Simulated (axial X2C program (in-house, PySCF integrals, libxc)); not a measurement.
# A two-component session on InSe⁺: properties at the nuclei

Wanted for InSe⁺: properties at the nuclei, at the two-component level.

The runs use an in-house X2C program for linear molecules on PySCF integrals; two-component X2C with atomic mean-field terms, In dyall-cv3z, Se dyall-cv3z.

All values are calculated.

## Step 1: Input

task.json

```json
{
 "zs": [
  49,
  34
 ],
 "q": 1,
 "bas": [
  "dyall-cv3z",
  "dyall-cv3z"
 ],
 "r0": 2.43,
 "levels": [
  "PBE0",
  "HF",
  "B3LYP",
  "PBE50",
  "TPSSh"
 ],
 "nst": 3
}
```

Keys: zs atomic numbers; q charge; bas basis sets; r0 starting distance in Å; levels methods (HF also brings MP2); nst determinants followed.

The run is started by

```bash
> python soeom.py task.json out
```

Further steps of the session: Expectation values, lowest determinant; Expectation values, a higher determinant; Expectation values, a higher determinant.

**Question.** What will these runs give? Wanted: lowest determinant; Eeff magnitude; Ws magnitude In; A∥/gI In; qzz In; higher determinant (for each run or level that gives them).

As calculated:

```
                                        quantity                                            value
                              lowest determinant   Ω = 2 (excess of +ω over −ω: ω = 1/2, ω = 3/2)
                    Eeff magnitude (GV/cm), PBE0                                             12.8
                     Ws magnitude In (kHz), PBE0                                             3.79
                            A∥/gI In (MHz), PBE0                                              682
                             qzz In (a.u.), PBE0                                            -1.90
                              higher determinant  Ω = 1 (excess of +ω over −ω: ω = -1/2, ω = 3/2)
Eeff magnitude (GV/cm), PBE0, higher determinant                                             9.29
 Ws magnitude In (kHz), PBE0, higher determinant                                             5.48
        A∥/gI In (MHz), PBE0, higher determinant                                             -712
         qzz In (a.u.), PBE0, higher determinant                                            -2.71
                              higher determinant        Ω = 1 (excess of +ω over −ω: 2 × ω = 1/2)
Eeff magnitude (GV/cm), PBE0, higher determinant                                             12.8
 Ws magnitude In (kHz), PBE0, higher determinant                                             7.63
        A∥/gI In (MHz), PBE0, higher determinant                                             1690
         qzz In (a.u.), PBE0, higher determinant                                            -2.18
```

In words: In the first state, the effective field runs from 11.7 to 19.2 GV/cm over the mean-field levels. The expectation values come from single determinants, which for open shells can mix terms of unlike spin or miss the lowest Ω, so a determinant need not be a state. Eeff is the effective electric field on the electron dipole moment in this Ω state and Ws the scalar–pseudoscalar constant (defined with the proton number Z and per Ω); A∥ is the parallel hyperfine constant, which follows by multiplying with the nuclear g factor gI = μI/(I μN); qzz is the electric field gradient, eQq0 = 234.96 MHz × Q/barn × qzz. The operators were transformed with the bare-nucleus X2C matrices.
